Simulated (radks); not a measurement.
**Os⁴²⁺ in [Ar] 3d10 4p4 5s2: an all-electron calculation**

One table from this session's results is given with a row withheld; the runs are named, their logs left out.

The numbers are computed with radks (a radial shooting solver on a logarithmic mesh, Libxc functionals) version 1 (scalar-relativistic Kohn-Sham, exchange-only PBE, spin-polarised, spherical densities, finite nucleus; open shells are filled with parallel spins first), except any that are marked as measured or tabulated.

**The atom as given**

- element: osmium (Z = 76)
- charge: +42
- electrons: 34
- configuration: [Ar] 3d10 4p4 5s2
- nuclear rms radius: 5.4126 fm

Outer shells as boxes (Hund's rule):

Os⁴²⁺
```
[Ar] core
3d [↑↓][↑↓][↑↓][↑↓][↑↓]
4p [↑↓][↑ ][↑ ]
5s [↑↓]
```

The first run:

Settings of this run:

```text
Z 76
configuration [Ar] 3d10 4p4 5s2
relativity scalar-relativistic
functional pbe,
spin polarised
nucleus finite rms 5.4126 fm
c 137.035999084
```

Command:

```sh
> python run_ks.py task.json out
```

All runs below come from this command, one after another.

Steps of the session up to this table: Self-consistent calculation.

One of the session's tables, all rows but one given; the rest of the session is left out.

It belongs to the step «Radial structure». Radial moments (bohr):

| level | <r> | outermost maximum (interpolated) | 90 % within | nodes |
| --- | --- | --- | --- | --- |
| 1s up | 0.01774 | 0.0110 | 0.0323 | 0 |
| 1s down | 0.01774 | 0.0110 | 0.0323 | 0 |
| 2s up | 0.07481 | 0.0634 | 0.116 | 1 |
| 2s down | 0.07481 | 0.0634 | 0.116 | 1 |
| 2p up | 0.06717 | 0.0521 | 0.109 | 0 |
| 2p down | 0.06717 | 0.0522 | 0.109 | 0 |
| 3s up | 0.1911 | 0.177 | 0.279 | 2 |
| 3s down | 0.1910 | 0.177 | 0.279 | 2 |
| 3p up | 0.1909 | 0.176 | 0.284 | 1 |
| 3p down | 0.1908 | 0.176 | 0.284 | 1 |
| 3d up | 0.1720 | 0.142 | 0.265 | 0 |
| 3d down | 0.1719 | 0.142 | 0.265 | 0 |
| 4p up | 0.3928 | 0.388 | 0.560 | 2 |
| 4p down | 0.3931 | 0.388 | 0.561 | 2 |
| 5s up | ? | ? | ? | ? |
| 5s down | 0.6486 | 0.670 | 0.898 | 4 |

Estimate the missing values for 5s up.

**Answer.** <r>: 0.6474; outermost maximum (interpolated): 0.669; 90 % within: 0.897; nodes: 4. In the column «<r>» it lies between 4p down (0.3931) and 5s down (0.6486).
